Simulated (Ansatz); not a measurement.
# ZrSnSe: the cost of one run

Method: DFT PBE, scalar-relativistic, plane waves, PAW, in Ansatz 0.2.0.

## 1. The system as given

It takes space group P4mm (No. 99, tetragonal). Conventional cell: a = 3.345 Å, b = 3.345 Å, c = 30.688 Å, α = 90.00°, β = 90.00°, γ = 90.00°. Zr (site symmetry 4mm) is surrounded by 4 Se at 2.71 Å. Around Sn (site symmetry 4mm) lie 4 Sn at 3.35 Å and 4 Zr at 3.35 Å and 1 Se at 3.69 Å. Se (site symmetry 4mm) is surrounded by 4 Zr at 2.71 Å and 1 Sn at 3.69 Å.

Coordinates:

```cif
data_structure
_symmetry_space_group_name_H-M 'P 1'
_symmetry_Int_Tables_number 1
_cell_length_a 3.3454
_cell_length_b 3.3454
_cell_length_c 30.6879
_cell_angle_alpha 90.000
_cell_angle_beta 90.000
_cell_angle_gamma 90.000
_cell_volume 343.45
loop_
_atom_site_label
_atom_site_type_symbol
_atom_site_fract_x
_atom_site_fract_y
_atom_site_fract_z
_atom_site_occupancy
Zr1 Zr 0.00000 0.00000 0.28067 1
Sn1 Sn 0.50000 0.50000 0.35784 1
Se1 Se 0.50000 0.50000 0.23760 1
```

It is the end of an earlier relaxation with the same method, from a generated guess; it is a trial structure. At a tolerance of 0.05 Å it has layer group p4mm (No. 55); it has 3.73 Å²/atom, an uncorrected energy of -0.63 eV/atom over the elements.

It is a sheet, periodic along a and b, with vacuum along c; volumes and pressures of the box carry no meaning, and space groups named for it are those of the box.

## 2. Static run: bands, density of states and charges

The input, input.yaml:

```yaml
crystal:
  lattice:
    - [3.3454249168, 0.0, 0.0]
    - [0.0, 3.3454249168, 0.0]
    - [0.0, 0.0, 30.68785192]
  atoms:
    - { symbol: Zr, position: [0.0, 0.0, 0.2806736907] }
    - { symbol: Sn, position: [0.5, 0.5, 0.3578411729] }
    - { symbol: Se, position: [0.5, 0.5, 0.2375972907] }
  periodic: [true, true, false]
basis:
  ecutwfc: 420
kpoints:
  mp_grid: { grid: [14, 14, 1] }
  band_path:
    path: [[0.0, 0.0, 0.0], [0.0, 0.5, 0.0], [0.5, 0.5, 0.0], [0.0, 0.0, 0.0]]
    npoints: 14
hamiltonian:
  xc: pbe
scf:
  occupations: { method: gaussian, width: 0.1 }
  n_extra_bands: 7
output:
  forces: true
  stress: true
  eigenvalues: true
  populations: true
  dos: { projected: true, de: 0.02, nscf_kmesh: { grid: [17, 17, 1] } }
  bader: true
```

On the command line:

```sh
$ ansatz run input.yaml --threads 1 --pin off --max-ram 2048MiB --backend cpu --events-out ev --progress --plain --runs-dir out
```

What time and memory should one allow on 1 thread of Arm Neoverse V1, shared host?

About 2.1 min, with a peak of 0.71 GiB.
